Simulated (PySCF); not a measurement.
**A gas-phase reaction: ClH4NSi + H2 → H5NSi + ClH**

Wanted: the reaction energy for `N[SiH2]Cl` + `[H][H]` → `N[SiH3]` + `Cl`.

Programs: PySCF 2.14.0. All values are calculated, for the isolated system unless a continuum is named. Atoms count from 0, parts from 1.

## Step 1: The system as given

Each species was relaxed by itself at PBE0-D3(BJ)/def2-SVPD.

## Step 2: Reaction energy: wB97M-D3(BJ)/def2-TZVPD

What the job is given:

```
{"job": {"kind": "react", "xc": "wB97M-D3(BJ)", "basis": "def2-TZVPD"}, "charge": 0, "multiplicity": 1}
-1 ClH4NSi charge 0 multiplicity 1
N      0.882170    -0.035710     0.169160
Si    -0.825200     0.016010     0.010320
Cl    -1.601240     1.900230    -0.497420
H      1.338340     0.347010     0.986800
H      1.487210    -0.012870    -0.640860
H     -1.230560    -0.888010    -1.093870
H     -1.431570    -0.323110     1.321130

-1 H2 charge 0 multiplicity 1
H      0.380240     0.002280    -0.006760
H     -0.380240    -0.002280     0.006760

+1 H5NSi charge 0 multiplicity 1
N     -0.589370    -0.631950     0.625440
Si     0.337430     0.348040    -0.473760
H     -1.398680    -0.239810     1.089020
H     -0.117980    -1.292330     1.229940
H      1.158060     1.432500     0.159800
H      1.270590    -0.554370    -1.209120
H     -0.617680     0.996780    -1.418600

+1 ClH charge 0 multiplicity 1
Cl     0.644700     0.002840    -0.003050
H     -0.643500    -0.001100     0.003660
```

With the program's defaults for keys left out, this is: wB97M-D3(BJ)/def2-TZVPD reaction energy of separated species, gas phase.

Command:

```
OMP_NUM_THREADS=1 python cluster_run.py task.json out
```

This one command runs all jobs of the session in turn.

The program printed:

```text
species 1 (ClH4NSi)
coarse grid: 27736 points
cycle   1  E = -807.0392212078  dE =  5.533e-02  |g| = 3.971e-01  |ddm| = 1.834e+00
cycle   2  E = -807.0587442302  dE = -1.952e-02  |g| = 3.341e-01  |ddm| = 5.082e-01
cycle   3  E = -807.0804956847  dE = -2.175e-02  |g| = 3.495e-02  |ddm| = 2.278e-01
cycle   4  E = -807.0807802339  dE = -2.845e-04  |g| = 1.905e-02  |ddm| = 4.669e-02
cycle   5  E = -807.0808615234  dE = -8.129e-05  |g| = 3.278e-03  |ddm| = 1.678e-02
cycle   6  E = -807.0808664626  dE = -4.939e-06  |g| = 5.592e-04  |ddm| = 7.486e-03
final grid: 56152 points
cycle   7  E = -807.0808244899  dE = -2.284e-07  |g| = 2.982e-04  |ddm| = 2.195e-03
cycle   8  E = -807.0808245182  dE = -2.835e-08  |g| = 2.575e-04  |ddm| = 6.954e-04
cycle   9  E = -807.0808245327  dE = -1.445e-08  |g| = 4.663e-05  |ddm| = 1.588e-04
cycle  10  E = -807.0808245345  dE = -1.778e-09  |g| = 2.172e-05  |ddm| = 1.717e-04
cycle  11  E = -807.0808245346  dE = -1.749e-10  |g| = 3.453e-06  |ddm| = 4.353e-05
converged SCF energy = -807.0808245346

species 2 (H2)
coarse grid: 4944 points
cycle   1  E = -1.1694181999  dE = -2.751e-01  |g| = 9.866e-03  |ddm| = 4.504e-01
cycle   2  E = -1.1694524481  dE = -3.425e-05  |g| = 1.161e-03  |ddm| = 9.676e-03
cycle   3  E = -1.1694531303  dE = -6.822e-07  |g| = 1.815e-04  |ddm| = 1.918e-03
final grid: 10744 points
cycle   4  E = -1.1694517335  dE = -2.408e-08  |g| = 4.115e-05  |ddm| = 3.871e-04
cycle   5  E = -1.1694517348  dE = -1.271e-09  |g| = 9.631e-06  |ddm| = 9.177e-05
cycle   6  E = -1.1694517348  dE = -7.531e-11  |g| = 3.020e-07  |ddm| = 2.873e-05
converged SCF energy = -1.1694517348

species 3 (H5NSi)
coarse grid: 23896 points
cycle   1  E = -347.3221122251  dE = -1.526e-01  |g| = 3.383e-01  |ddm| = 1.759e+00
cycle   2  E = -347.3299813243  dE = -7.869e-03  |g| = 3.132e-01  |ddm| = 3.552e-01
cycle   3  E = -347.3487544628  dE = -1.877e-02  |g| = 2.772e-02  |ddm| = 1.542e-01
cycle   4  E = -347.3489927329  dE = -2.383e-04  |g| = 7.948e-03  |ddm| = 3.486e-02
cycle   5  E = -347.3490118454  dE = -1.911e-05  |g| = 1.393e-03  |ddm| = 1.271e-02
cycle   6  E = -347.3490129007  dE = -1.055e-06  |g| = 3.535e-04  |ddm| = 3.821e-03
final grid: 49784 points
cycle   7  E = -347.3489862957  dE = -8.998e-08  |g| = 1.694e-04  |ddm| = 1.610e-03
cycle   8  E = -347.3489863061  dE = -1.041e-08  |g| = 1.428e-04  |ddm| = 4.582e-04
cycle   9  E = -347.3489863104  dE = -4.314e-09  |g| = 2.889e-05  |ddm| = 9.048e-05
cycle  10  E = -347.3489863111  dE = -6.959e-10  |g| = 1.038e-05  |ddm| = 1.147e-04
converged SCF energy = -347.3489863111

species 4 (ClH)
coarse grid: 8792 points
cycle   1  E = -460.8503329472  dE = -8.165e-02  |g| = 2.169e-01  |ddm| = 7.239e-01
cycle   2  E = -460.8625125853  dE = -1.218e-02  |g| = 1.397e-01  |ddm| = 2.651e-01
cycle   3  E = -460.8670520693  dE = -4.539e-03  |g| = 1.358e-02  |ddm| = 9.818e-02
cycle   4  E = -460.8670931525  dE = -4.108e-05  |g| = 3.364e-03  |ddm| = 9.545e-03
cycle   5  E = -460.8670994010  dE = -6.248e-06  |g| = 8.516e-04  |ddm| = 3.915e-03
final grid: 17120 points
cycle   6  E = -460.8670681602  dE = -3.716e-07  |g| = 3.676e-04  |ddm| = 8.894e-04
cycle   7  E = -460.8670682065  dE = -4.628e-08  |g| = 1.618e-04  |ddm| = 3.981e-04
cycle   8  E = -460.8670682131  dE = -6.575e-09  |g| = 4.221e-05  |ddm| = 1.295e-04
cycle   9  E = -460.8670682144  dE = -1.316e-09  |g| = 3.977e-06  |ddm| = 6.532e-05
cycle  10  E = -460.8670682144  dE = -5.571e-12  |g| = 8.167e-07  |ddm| = 3.314e-06
converged SCF energy = -460.8670682144

Reaction energy = 22.119 kcal/mol
```

Wall time 11 s (1 thread of Arm Neoverse V1, shared host); peak memory 0.61 GiB.

Species by species (with the dispersion term, which the log's SCF energies lack):

```tsv
ν	species	energy (Eh)	HOMO (eV)
-1	N[SiH2]Cl	-807.08741	-10.48
-1	[H][H]	-1.16967	-14.48
+1	N[SiH3]	-347.35421	-9.86
+1	Cl	-460.86761	-11.93
```

## Step 3: Reaction energy: PBE0-D3(BJ)/def2-TZVPD

The job, as its differences from that of step 2:

```diff
@@ -1,2 +1,2 @@
-{"job": {"kind": "react", "xc": "wB97M-D3(BJ)", "basis": "def2-TZVPD"}, "charge": 0, "multiplicity": 1}
+{"job": {"kind": "react", "xc": "PBE0", "basis": "def2-TZVPD", "disp": "d3bj"}, "charge": 0, "multiplicity": 1}
 -1 ClH4NSi charge 0 multiplicity 1
```

Method: PBE0-D3(BJ)/def2-TZVPD reaction energy of separated species, gas phase.

The program printed:

```text
species 1 (ClH4NSi)
coarse grid: 6792 points
cycle   1  E = -806.6032502911  dE =  6.135e-02  |g| = 4.304e-01  |ddm| = 1.904e+00
cycle   2  E = -806.5769368624  dE =  2.631e-02  |g| = 5.608e-01  |ddm| = 6.380e-01
cycle   3  E = -806.6429572665  dE = -6.602e-02  |g| = 5.449e-02  |ddm| = 3.573e-01
cycle   4  E = -806.6435572987  dE = -6.000e-04  |g| = 2.541e-02  |ddm| = 6.210e-02
cycle   5  E = -806.6436874709  dE = -1.302e-04  |g| = 3.389e-03  |ddm| = 2.089e-02
cycle   6  E = -806.6436899469  dE = -2.476e-06  |g| = 1.538e-03  |ddm| = 3.951e-03
final grid: 56152 points
cycle   7  E = -806.6400215890  dE = -1.749e-05  |g| = 5.918e-03  |ddm| = 2.921e-02
cycle   8  E = -806.6400157756  dE =  5.813e-06  |g| = 7.822e-03  |ddm| = 8.041e-03
cycle   9  E = -806.6400280777  dE = -1.230e-05  |g| = 6.295e-04  |ddm| = 4.499e-03
cycle  10  E = -806.6400281480  dE = -7.033e-08  |g| = 1.745e-04  |ddm| = 5.549e-04
cycle  11  E = -806.6400281558  dE = -7.756e-09  |g| = 3.651e-05  |ddm| = 1.625e-04
cycle  12  E = -806.6400281561  dE = -3.783e-10  |g| = 8.873e-06  |ddm| = 3.319e-05
converged SCF energy = -806.6400281561

species 2 (H2)
coarse grid: 1240 points
cycle   1  E = -1.1670610430  dE = -2.327e-01  |g| = 2.266e-02  |ddm| = 4.588e-01
cycle   2  E = -1.1672484604  dE = -1.874e-04  |g| = 3.232e-03  |ddm| = 1.896e-02
cycle   3  E = -1.1672529158  dE = -4.455e-06  |g| = 9.770e-05  |ddm| = 2.761e-03
final grid: 10744 points
cycle   4  E = -1.1681369260  dE = -1.930e-06  |g| = 2.741e-04  |ddm| = 1.573e-03
cycle   5  E = -1.1681369543  dE = -2.828e-08  |g| = 3.989e-05  |ddm| = 2.445e-04
cycle   6  E = -1.1681369549  dE = -6.319e-10  |g| = 1.265e-06  |ddm| = 3.105e-05
converged SCF energy = -1.1681369549

species 3 (H5NSi)
coarse grid: 5792 points
cycle   1  E = -347.0792902761  dE = -1.241e-01  |g| = 3.997e-01  |ddm| = 1.781e+00
cycle   2  E = -347.0429157512  dE =  3.637e-02  |g| = 5.694e-01  |ddm| = 5.057e-01
cycle   3  E = -347.1122463852  dE = -6.933e-02  |g| = 3.329e-02  |ddm| = 3.075e-01
cycle   4  E = -347.1125024786  dE = -2.561e-04  |g| = 5.345e-03  |ddm| = 2.693e-02
cycle   5  E = -347.1125082224  dE = -5.744e-06  |g| = 8.092e-04  |ddm| = 5.446e-03
final grid: 49784 points
cycle   6  E = -347.1077671838  dE = -1.295e-05  |g| = 5.237e-03  |ddm| = 2.564e-02
cycle   7  E = -347.1077612251  dE =  5.959e-06  |g| = 7.486e-03  |ddm| = 6.296e-03
cycle   8  E = -347.1077725008  dE = -1.128e-05  |g| = 3.096e-04  |ddm| = 3.780e-03
cycle   9  E = -347.1077725216  dE = -2.080e-08  |g| = 6.561e-05  |ddm| = 2.774e-04
cycle  10  E = -347.1077725226  dE = -9.821e-10  |g| = 1.575e-05  |ddm| = 6.787e-05
converged SCF energy = -347.1077725226

species 4 (ClH)
coarse grid: 2248 points
cycle   1  E = -460.6537838667  dE = -4.644e-02  |g| = 1.882e-01  |ddm| = 7.411e-01
cycle   2  E = -460.6558525657  dE = -2.069e-03  |g| = 1.902e-01  |ddm| = 3.151e-01
cycle   3  E = -460.6653815764  dE = -9.529e-03  |g| = 1.506e-02  |ddm| = 1.513e-01
cycle   4  E = -460.6654036337  dE = -2.206e-05  |g| = 2.693e-03  |ddm| = 7.323e-03
cycle   5  E = -460.6654051815  dE = -1.548e-06  |g| = 1.111e-03  |ddm| = 2.553e-03
final grid: 17120 points
cycle   6  E = -460.6658902757  dE = -4.429e-06  |g| = 2.164e-03  |ddm| = 7.339e-03
cycle   7  E = -460.6658903053  dE = -2.955e-08  |g| = 1.795e-03  |ddm| = 2.512e-03
cycle   8  E = -460.6658909228  dE = -6.176e-07  |g| = 1.533e-04  |ddm| = 1.363e-03
cycle   9  E = -460.6658909297  dE = -6.899e-09  |g| = 2.148e-05  |ddm| = 1.086e-04
cycle  10  E = -460.6658909298  dE = -1.021e-10  |g| = 4.933e-06  |ddm| = 1.682e-05
converged SCF energy = -460.6658909298

Reaction energy = 22.413 kcal/mol
```

It took 5.2 s on 1 thread of Arm Neoverse V1, shared host; peak memory 0.58 GiB.

Reaction energy at this level: 22.41 kcal/mol.

## Step 4: Energies of the species: MP2/def2-TZVPD

The job, as its differences from that of step 3:

```diff
@@ -1,2 +1,2 @@
-{"job": {"kind": "react", "xc": "PBE0", "basis": "def2-TZVPD", "disp": "d3bj"}, "charge": 0, "multiplicity": 1}
+{"job": {"kind": "react", "xc": "MP2", "basis": "def2-TZVPD"}, "charge": 0, "multiplicity": 1}
 -1 ClH4NSi charge 0 multiplicity 1
```

Method: MP2/def2-TZVPD reaction energy of separated species, gas phase.

The program printed:

```text
species 1 (ClH4NSi)
final grid: 56152 points
cycle   1  E = -805.3031129234  dE =  3.295e-02  |g| = 3.511e-01  |ddm| = 1.805e+00
cycle   2  E = -805.3409214109  dE = -3.781e-02  |g| = 1.351e-01  |ddm| = 3.927e-01
cycle   3  E = -805.3455589653  dE = -4.638e-03  |g| = 3.732e-02  |ddm| = 1.491e-01
cycle   4  E = -805.3460656638  dE = -5.067e-04  |g| = 7.367e-03  |ddm| = 5.062e-02
cycle   5  E = -805.3460909883  dE = -2.532e-05  |g| = 3.063e-03  |ddm| = 1.245e-02
cycle   6  E = -805.3460945255  dE = -3.537e-06  |g| = 8.968e-04  |ddm| = 3.723e-03
cycle   7  E = -805.3460951115  dE = -5.860e-07  |g| = 2.322e-04  |ddm| = 1.620e-03
cycle   8  E = -805.3460951606  dE = -4.912e-08  |g| = 4.699e-05  |ddm| = 4.803e-04
cycle   9  E = -805.3460951620  dE = -1.406e-09  |g| = 1.374e-05  |ddm| = 8.811e-05
cycle  10  E = -805.3460951621  dE = -1.122e-10  |g| = 3.194e-06  |ddm| = 3.164e-05
converged SCF energy = -805.3460951621

species 2 (H2)
final grid: 10744 points
cycle   1  E = -1.1312977129  dE = -3.213e-01  |g| = 4.426e-02  |ddm| = 4.479e-01
cycle   2  E = -1.1322324953  dE = -9.348e-04  |g| = 7.183e-03  |ddm| = 3.751e-02
cycle   3  E = -1.1322671954  dE = -3.470e-05  |g| = 8.111e-04  |ddm| = 1.078e-02
cycle   4  E = -1.1322676104  dE = -4.150e-07  |g| = 2.771e-05  |ddm| = 1.627e-03
cycle   5  E = -1.1322676109  dE = -4.855e-10  |g| = 2.610e-06  |ddm| = 6.834e-05
converged SCF energy = -1.1322676109

species 3 (H5NSi)
final grid: 49784 points
cycle   1  E = -346.3196372698  dE = -2.079e-01  |g| = 2.843e-01  |ddm| = 1.717e+00
cycle   2  E = -346.3450642237  dE = -2.543e-02  |g| = 9.857e-02  |ddm| = 2.619e-01
cycle   3  E = -346.3476672441  dE = -2.603e-03  |g| = 4.142e-02  |ddm| = 8.843e-02
cycle   4  E = -346.3481675378  dE = -5.003e-04  |g| = 6.416e-03  |ddm| = 4.118e-02
cycle   5  E = -346.3481855385  dE = -1.800e-05  |g| = 1.404e-03  |ddm| = 1.151e-02
cycle   6  E = -346.3481868791  dE = -1.341e-06  |g| = 3.858e-04  |ddm| = 3.687e-03
cycle   7  E = -346.3481869959  dE = -1.168e-07  |g| = 9.645e-05  |ddm| = 1.046e-03
cycle   8  E = -346.3481870041  dE = -8.222e-09  |g| = 2.288e-05  |ddm| = 2.963e-04
cycle   9  E = -346.3481870046  dE = -4.671e-10  |g| = 5.201e-06  |ddm| = 6.247e-05
converged SCF energy = -346.3481870046

species 4 (ClH)
final grid: 17120 points
cycle   1  E = -460.0817347844  dE = -1.009e-01  |g| = 2.132e-01  |ddm| = 7.101e-01
cycle   2  E = -460.0969049557  dE = -1.517e-02  |g| = 8.401e-02  |ddm| = 2.053e-01
cycle   3  E = -460.0986383499  dE = -1.733e-03  |g| = 1.826e-02  |ddm| = 5.472e-02
cycle   4  E = -460.0988469176  dE = -2.086e-04  |g| = 6.315e-03  |ddm| = 1.638e-02
cycle   5  E = -460.0988769177  dE = -3.000e-05  |g| = 1.289e-03  |ddm| = 7.398e-03
cycle   6  E = -460.0988781338  dE = -1.216e-06  |g| = 2.808e-04  |ddm| = 1.659e-03
cycle   7  E = -460.0988781871  dE = -5.326e-08  |g| = 4.150e-05  |ddm| = 4.895e-04
cycle   8  E = -460.0988781878  dE = -7.327e-10  |g| = 7.806e-06  |ddm| = 6.177e-05
converged SCF energy = -460.0988781878

Reaction energy = 25.145 kcal/mol
```

Run time: 2.5 s. Hardware: 1 thread of Arm Neoverse V1, shared host; peak memory 0.39 GiB.

Reaction energy at this level: 25.14 kcal/mol.

## Step 5: Side by side

Energies in kcal/mol, with wall time:

```tsv
run	reaction	time
wB97M-D3(BJ)/def2-TZVPD	22.12	11 s
PBE0-D3(BJ)/def2-TZVPD	22.41	5.2 s
MP2/def2-TZVPD	25.14	2.5 s
```

## Step 6: Summary of results

| quantity | value |
| --- | --- |
| reaction energy (wB97M-D3(BJ)/def2-TZVPD) | 22.12 kcal/mol |
| ΔH, ΔG at 298 K (xTB thermal terms) | +23.4, +22.0 kcal/mol |
| range of the reaction energy over the runs of this table | 22.12 to 25.14 kcal/mol |

What this shows: The reaction is endothermic by 23.4 kcal/mol in the gas phase; dispersion gives +0.64, and xTB itself gave 13.99 for the electronic energy (xTB energies and thermal terms come from the earlier relaxation of each species, not shown). No barrier was sought. The reaction energy runs from 22.12 (wB97M-D3(BJ)/def2-TZVPD) to 25.14 kcal/mol (MP2/def2-TZVPD).
